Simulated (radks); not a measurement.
# Br⁴⁺ in [Ar] 3d10 4s1 4p1 4f1: an all-electron calculation

Aim: the levels, the sizes of the orbitals and the parts of the energy of the bromine ion Br4+.

Method: scalar-relativistic Kohn-Sham, exchange-only B88, spin-unpolarised, spherical densities, finite nucleus. Code: radks (a radial shooting solver on a logarithmic mesh, Libxc functionals) version 1.

## Step 1: The system

| Quantity | Value |
| --- | --- |
| element | bromine (Z = 35) |
| charge | +4 |
| electrons | 31 |
| configuration | [Ar] 3d10 4s1 4p1 4f1 |
| nuclear rms radius | 4.1629 fm |

The outer shells:

Br⁴⁺
```
[Ar] core
3d [↑↓][↑↓][↑↓][↑↓][↑↓]
4s [↑ ]
4p [↑ ][  ][  ]
4f [↑ ][  ][  ][  ][  ][  ][  ]
```

## Step 2: Self-consistent calculation

The run's settings:

```text
Z 35
configuration [Ar] 3d10 4s1 4p1 4f1
relativity scalar-relativistic
functional b88,
spin unpolarised
nucleus finite rms 4.1629 fm
c 137.035999084
```

**Question.** What will this run give?

**Answer**, as computed:

| quantity | value |
| --- | --- |
| total energy | -2599.15655 hartree |
| exchange-correlation share of it | 3.43 % |
| −T/E | 1.0222 |
| highest occupied level | 4f, -18.919 eV |
| most extended occupied level | 4f, <r> = 3.24 bohr |
| radius at density 0.001 e/bohr³ | 4.11 bohr |
| maxima of the radial density | 3 |

What this shows: The radial density shows 3 maxima for 4 occupied principal shells; where shells overlap, one shows as a shoulder or not at all. Relativity lifts −T/E to 1.022. This is not the tabulated ground configuration, so its levels and sizes aren't those of the ground state, and no measured value stands beside it.
